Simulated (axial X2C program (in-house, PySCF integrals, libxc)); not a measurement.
# HTaF: bond lengths and stretches, held linear

An exercise on one series of results from a longer session: the logs are not shown, and one member is left open.

Method: all-electron X2C, two-component (2c) or spin-free, H dyall-v3z, Ta dyall-v3z, F dyall-av3z; program: an in-house X2C program for linear molecules on PySCF integrals.

All values are calculated.

2 further runs of the same task are left out: 2 set aside as unsound or not needed.

Set-up of the first run:

task.json

```json
{"zs": [1, 73, 9], "q": 0, "bas": ["dyall-v3z", "dyall-v3z", "dyall-av3z"], "r0": [1.78, 2.1], "symm": 0, "scan": ["PBE0", "HF", "BHandHLYP"], "levels": ["PBE0", "HF", "LDA"], "nst": 2}
```

Keys: zs atomic numbers; q charge; bas basis sets; r0 starting distance in Å; symm equal bonds; scan levels of the two-bond scan (MP2 follows by itself at each HF point); levels methods; nst determinants followed.

Launch:

```bash
$ python solin.py task.json out
```

Masses H 1.008, Ta 180.948, F 18.998 u.

Among the steps run: Scan at PBE0, 2c; Scan at HF, 2c; Scan at BHandHLYP, 2c.

One of the session's tables, all rows but one given; the rest of the session is left out.

```
               level  r(H–Ta) (Å)  r(Ta–F) (Å)  lower stretch (cm⁻¹)  upper stretch (cm⁻¹)
            PBE0, 2c        1.870        1.879                 640.3                1690.2
              HF, 2c        1.889        1.900                 635.3                1715.9
       BHandHLYP, 2c        1.868        1.887                 640.9                1718.8
             MP2, 2c            ?            ?                     ?                     ?
     PBE0, spin-free        1.872        1.880                 641.4                1690.8
       HF, spin-free        1.892        1.901                 636.8                1716.3
BHandHLYP, spin-free        1.870        1.886                 643.2                1719.9
      MP2, spin-free        1.865        1.888                 642.6                1750.1
```

**Question.** Estimate the row for MP2, 2c.

As computed: r(H–Ta) (Å): 1.862; r(Ta–F) (Å): 1.888; lower stretch (cm⁻¹): 640.6; upper stretch (cm⁻¹): 1749.1. In the column «r(H–Ta) (Å)» it is the lowest.

Scans not shown above were run alike.

MP2 freezes inner shells (threshold -2 hartree). The molecule was held linear; bending was not examined, so a bent shape may lie lower. Note: several unpaired electrons, one determinant need not be a pure state.
